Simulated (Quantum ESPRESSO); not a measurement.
The system is Si.

```
Si
1.0
     0.00000    2.71500    2.71500
     2.71500    0.00000    2.71500
     2.71500    2.71500    0.00000
Si
2
Direct
  0.00000 0.00000 0.00000
  0.25000 0.25000 0.25000
```

| Property | Result |
| --- | --- |
| Program | Quantum ESPRESSO 7.5 |
| Task | phonons |
| Functional | LDA |
| Potentials or basis | GBRV 1.5 LDA |
| Cutoff | 612 eV |
| Density cutoff | 4898 eV |
| k mesh | 8 × 8 × 8 |
| Occupations | fermi-dirac, width 0.05 eV |
| Spin | no spin polarisation |
| Form of the LDA correlation | PZ81 |
| Mixing beta | 0.5 |
| Most SCF iterations | 120 |
| SCF threshold | 4e-10 Ry |

The cell and the atoms were relaxed first, to 19.69 Å³/atom (a = 3.819 Å, b = 3.819 Å, c = 3.819 Å, α = 60.00°, β = 60.00°, γ = 60.00°), and the response was taken there.

The first run showed a gap, so the response started from a second, tighter run with fixed occupations.

Where do the zone-centre optical modes lie?

T2g at 514 cm⁻¹ (Raman).

Optical modes at Γ, degenerate ones joined, polar ones without the macroscopic field:
| cm⁻¹ | components | symmetry | active in | IR intensity, summed ((D/Å)²/amu) |
| --- | --- | --- | --- | --- |
| 514 | 3 | T2g | Raman | 0.00 |

Caveat: the gap is small at this level, which inflates the dielectric constant; the gap on the mesh is small and may close between mesh points, in which case fixed occupations spoil the response; on a mesh that holds Γ this program's dielectric tensor can be off by some percent beyond the error of the mesh.
